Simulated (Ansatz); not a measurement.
# Ge₂Sb₂Te₅: a line through a two-coordinate scan

The task here is to estimate one member of a computed series from the others.

Program: Ansatz 0.2.0. Level of theory: DFT PBE, scalar-relativistic, plane waves, PAW. These are calculated values, not measurements.

17 further runs of the same task are left out: 17 set aside as unsound or not needed.

### The starting structure

The structure is trigonal, space group P-3m1 (No. 164). Conventional cell: a = 4.263 Å, b = 4.263 Å, c = 18.098 Å, α = 90.00°, β = 90.00°, γ = 120.00°. Around Ge (site symmetry 3m) lie 6 Te at 2.84 to 3.32 Å. Around Sb (site symmetry 3m) lie 6 Te at 3.02 to 3.19 Å. Te (site symmetry -3m) is surrounded by 6 Sb at 3.19 Å. Te (site symmetry 3m) is surrounded by 3 Sb at 3.02 Å and 3 Ge at 3.32 Å. Te (site symmetry 3m) has 3 Ge at 2.84 Å as nearest neighbours.

As a file:

```xyz
9
Lattice="4.2629 0.0000 0.0000 -2.1315 3.6918 0.0000 0.0000 0.0000 18.0976" Properties=species:S:1:pos:R:3 pbc="T T T"
Ge    0.0000    0.0000    5.9961
Ge    0.0000    0.0000   12.1015
Sb    0.0000    2.4612    2.0287
Sb    2.1315    1.2306   16.0689
Te    0.0000    0.0000    0.0000
Te    0.0000    2.4612   14.3231
Te    2.1315    1.2306    3.7745
Te    0.0000    2.4612    7.4128
Te    2.1315    1.2306   10.6848
```

It goes back to an entry of the Materials Project, which need not be the stable form.

It is the result of an earlier relaxation at this level (volume 31.65 Å³/atom; gap on the mesh: 0.18 eV).

### The scan

The energy is mapped over volume and the cell's shape.

The axes are (1) volume per atom: 7 values from 26.58 to 36.71 Å³; (2) c/a of the conventional cell: 7 values from 3.539 to 5.093.

Nothing else is relaxed (fractional coordinates fixed). Energies count from the relaxed crystal. Points are written as (first, second).

The first run:

File input.yaml:

```yaml
crystal:
  lattice:
    - [4.1882358006, 0.0, 0.0]
    - [-2.0941179003, 3.6271186003, 0.0]
    - [0.0, 0.0, 15.7490230808]
  atoms:
    - { symbol: Ge, position: [0.0, 0.0, 0.3313200918] }
    - { symbol: Ge, position: [0.0, 0.0, 0.6686799082] }
    - { symbol: Sb, position: [0.3333333333, 0.6666666667, 0.1120971408] }
    - { symbol: Sb, position: [0.6666666667, 0.3333333333, 0.8879028592] }
    - { symbol: Te, position: [0.0, 0.0, 0.0] }
    - { symbol: Te, position: [0.3333333333, 0.6666666667, 0.7914345914] }
    - { symbol: Te, position: [0.6666666667, 0.3333333333, 0.2085654086] }
    - { symbol: Te, position: [0.3333333333, 0.6666666667, 0.4096023866] }
    - { symbol: Te, position: [0.6666666667, 0.3333333333, 0.5903976134] }
basis:
  ecutwfc: 420
kpoints:
  mp_grid: { grid: [12, 12, 2] }
hamiltonian:
  xc: pbe
scf:
  occupations: { method: gaussian, width: 0.03 }
output:
  forces: true
  stress: true
  eigenvalues: true
```

Run with:

```
ansatz run input.yaml --threads 2 --pin off --max-ram 4096MiB --backend cpu --events-out ev --progress --plain --runs-dir out
```

Among the steps run: The run at (26.58 Å³, 3.760); Grid point (29.96 Å³, 3.760); The run at (33.34 Å³, 3.760); Grid point (35.02 Å³, 3.760); The run at (36.71 Å³, 3.760).

One of the session's tables, all rows but one given; the rest of the session is left out.

```
volume per atom (Å³)  energy (meV/atom)  slope (meV/atom per Å³)  pressure (GPa)  largest force on an atom (eV/Å)
               26.58                175                      −70            11.2                             1.30
               28.27                 84                      −39             6.2                             0.89
               29.96                  ?                        ?               ?                                ?
               31.65                 29                        2            −0.3                             0.26
               33.34                 43                       15            −2.4                             0.12
               35.02                 76                       24            −3.9                             0.29
               36.71                124                       31            −5.0                             0.46
```

**Question.** Estimate the row for volume per atom (Å³) = 29.96.

Worked estimate for «energy (meV/atom)». A straight line through the neighbours (28.27, 84) and (31.65, 29) gives 84 + (29 − 84) × (29.96 − 28.27) / (31.65 − 28.27) = 56; a parabola fitted to 4 rows on both sides gives 39.

As computed: energy (meV/atom): 40; slope (meV/atom per Å³): −16; pressure (GPa): 2.5; largest force on an atom (eV/Å): 0.54. In «energy (meV/atom)» the line misses by +16 and the parabola by -1.

Energies count from the relaxed crystal. Rows without a step come from runs not printed here or follow by symmetry. Slopes come from the forces (and the stress, where the cell changes), not from differences of energies.

In words: Along the line the energy is lowest at 31.65 Å³, 29 meV/atom from the zero. V·d²E/dV² there is about 46 GPa, a bulk modulus under this line's constraint. The highest point computed, at 26.58 Å³, lies 146 meV/atom above the lowest.
